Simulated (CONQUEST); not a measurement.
Molecule: Cl2AlI, in a box.

```
Cl Al I
1.0
    12.00000    0.00000    0.00000
     0.00000   13.00000    0.00000
     0.00000    0.00000   13.00000
Cl Al I
2 1 1
Direct
  0.59426 0.62285 0.42907
  0.56981 0.43288 0.62687
  0.52965 0.48410 0.48042
  0.40791 0.38238 0.36990
```

* Program: CONQUEST 1.3
* Task: single point
* Functional: PBE
* Potentials or basis: PseudoDojo NC PBE, DZP, grid cutoff 100 Ha
* k mesh: 1 × 1 × 1
* Occupations: fermi-dirac, width 0.05 eV
* Spin: no spin polarisation

On this cell: largest force 0.720 eV/Å; gap between the frontier levels 4.74 eV.

The same run follows on a disturbed copy (atoms moved at random, drawn with an rms of 0.05 Å):

```
CELL_PARAMETERS angstrom
12.00000 0.00000 0.00000
0.00000 13.00000 0.00000
0.00000 0.00000 13.00000
ATOMIC_POSITIONS crystal
Cl 0.59761 0.62288 0.42864
Al 0.52833 0.48458 0.47856
Cl 0.57040 0.43120 0.63095
I 0.40592 0.37935 0.36973
```

What does the disturbed cell give?

The energy moves by -2.0 meV/atom; largest force 1.014 eV/Å; gap between the frontier levels 4.51 eV.

Forces in eV/Å, atoms in the order of the input:
```
Cl   0.156  0.399 -0.168
Al   0.081 -0.579  0.828
Cl  -0.161  0.209 -0.586
I   -0.072 -0.034 -0.078
```

Caveats: spin-orbit coupling is left out, which moves the levels of the heavy elements; the basis of atomic orbitals isn't converged, which shifts pressures, moduli and gaps.

